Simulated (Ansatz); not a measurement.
# YSi2Ir2: the cost of one run

Method: DFT PBEsol, scalar-relativistic, plane waves, PAW, in Ansatz 0.2.0.

### 1 The system as given

The structure is tetragonal, space group P4/nmm (No. 129). The conventional cell has a = 4.072 Å, b = 4.072 Å, c = 9.720 Å, α = 90.00°, β = 90.00°, γ = 90.00°. Y (site symmetry 4mm) has 8 Si at 3.10 to 3.16 Å and 8 Ir at 3.11 to 3.19 Å as nearest neighbours. Si (site symmetry -4m2) is surrounded by 4 Ir at 2.38 Å and 4 Y at 3.16 Å. Si (site symmetry 4mm) is surrounded by 5 Ir at 2.34 to 2.41 Å and 4 Y at 3.10 Å. Around Ir (site symmetry -4m2) lie 4 Si at 2.41 Å. Ir (site symmetry 4mm) has 5 Si at 2.34 to 2.38 Å as nearest neighbours.

As a file:

```xyz
10
Lattice="4.0720 0.0000 0.0000 0.0000 4.0720 0.0000 0.0000 0.0000 9.7200" Properties=species:S:1:pos:R:3 pbc="T T T"
Y     2.0360    0.0000    2.4494
Y     0.0000    2.0360    7.2706
Si    0.0000    0.0000    4.8600
Si    2.0360    2.0360    4.8600
Si    2.0360    0.0000    8.4272
Si    0.0000    2.0360    1.2928
Ir    0.0000    0.0000    0.0000
Ir    2.0360    2.0360    0.0000
Ir    2.0360    0.0000    6.0847
Ir    0.0000    2.0360    3.6353
```

The structure rests on an entry of the Crystallography Open Database; cell or positions may have been set otherwise for this series.

### 2 Relaxing cell and atoms: YSi2Ir2, no spin

Input file input.yaml:

```yaml
crystal:
  lattice:
    - [4.072, 0.0, 0.0]
    - [0.0, 4.072, 0.0]
    - [0.0, 0.0, 9.72]
  atoms:
    - { symbol: "Y", position: [0.5, 0.0, 0.252] }
    - { symbol: "Y", position: [0.0, 0.5, 0.748] }
    - { symbol: Si, position: [0.0, 0.0, 0.5] }
    - { symbol: Si, position: [0.5, 0.5, 0.5] }
    - { symbol: Si, position: [0.5, 0.0, 0.867] }
    - { symbol: Si, position: [0.0, 0.5, 0.133] }
    - { symbol: Ir, position: [0.0, 0.0, 0.0] }
    - { symbol: Ir, position: [0.5, 0.5, 0.0] }
    - { symbol: Ir, position: [0.5, 0.0, 0.626] }
    - { symbol: Ir, position: [0.0, 0.5, 0.374] }
scf:
  occupations: { method: fermi_dirac, width: 0.1 }
output:
  forces: true
  stress: true
  eigenvalues: true
  write_density: true
  write_potential: true
  elf: true
  volumetric_format: npy
hamiltonian:
  xc: pbesol
relax:
  f_tol: 0.001
  max_steps: 60
  cell: { stress_tol: 0.01 }
kpoints:
  mp_grid: { grid: [10, 10, 4] }
```

Started as:

```
$ ansatz run input.yaml --threads 8 --pin off --max-ram 16384MiB --backend cpu --events-out ev --progress --plain --runs-dir out
```

What time and memory should one allow on 8 threads of Arm Neoverse V2, shared host?

About 36 s, with a peak of 1.1 GiB.
